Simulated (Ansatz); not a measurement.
# C2H2OSi: one structure at several levels

An exercise on one series of results from a longer session: the logs are not shown, and one member is left open.

Program: Ansatz 0.2.0, Gaussian basis. Level of theory: single points in def2-TZVPP. These are calculated values, not measurements.

Correlated methods freeze the cores. B3LYP uses VWN-RPA correlation.

## Where the work starts

SMILES `C=[Si]=C=O`, 6 atoms, charge 0, spin multiplicity 1.

Atoms are counted from 1 here; the program's logs count them from 0.

Bond lengths: C1–Si2 1.758 Å, C1–H5 1.080 Å, C1–H6 1.087 Å, Si2–C3 1.846 Å, C3–O4 1.158 Å. Angles: Si2–C1–H5 124.1°, Si2–C1–H6 122.2°, H5–C1–H6 113.7°, C1–Si2–C3 118.7°, Si2–C3–O4 136.0°.

Coordinates:

```xyz
6
charge 0, multiplicity 1
C    -0.6686    1.0952   -0.2725
Si    0.1924   -0.3641   -0.7395
C     0.8993   -1.4396    0.5844
O     1.4737   -2.4446    0.6235
H    -1.1028    1.7928   -0.9740
H    -0.7762    1.3966    0.7666
```

Set-up of the first run:

Contents of run/in.yaml:

```yaml
crystal:
  periodic: [false, false, false]
  atoms:
    - {symbol: C, position_ang: [-0.668600, 1.095200, -0.272500]}
    - {symbol: Si, position_ang: [0.192400, -0.364100, -0.739500]}
    - {symbol: C, position_ang: [0.899300, -1.439600, 0.584400]}
    - {symbol: O, position_ang: [1.473700, -2.444600, 0.623500]}
    - {symbol: H, position_ang: [-1.102800, 1.792800, -0.974000]}
    - {symbol: H, position_ang: [-0.776200, 1.396600, 0.766600]}
basis:
  gaussian: {orbitals: def2-TZVPP}
correlation: {method: ccsd_t}
output: {forces: true}
```

No record of the launch command was kept for these runs.

Steps of the session up to this table: CCSD(T)/def2-TZVPP; PBE0-D4/def2-TZVPP; wB97M-V/def2-TZVPP; r2SCAN-D4/def2-TZVPP; PBE-D4/def2-TZVPP; r2SCANh-D4/def2-TZVPP; B3LYP-D4/def2-TZVPP.

One of the session's tables, all rows but one given; the rest of the session is left out.

| method | RMS force component (eV/Å) | angle to CCSD(T) forces (°) | dipole (D) |
| --- | --- | --- | --- |
| CCSD(T) | 0.745 | reference | 0.71 |
| PBE0-D4 | 0.933 | 23.6 | 0.69 |
| wB97M-V | 1.210 | 26.3 | 0.70 |
| r2SCAN-D4 | ? | ? | ? |
| PBE-D4 | 0.602 | 30.6 | 0.67 |
| r2SCANh-D4 | 0.831 | 20.7 | 0.75 |
| B3LYP-D4 | 0.858 | 17.3 | 0.63 |

Q: Estimate the row for r2SCAN-D4 from the others.

The run gave: RMS force component (eV/Å): 0.681; angle to CCSD(T) forces (°): 13.2; dipole (D): 0.77. In the column «RMS force component (eV/Å)» it lies between PBE-D4 (0.602) and CCSD(T) (0.745).
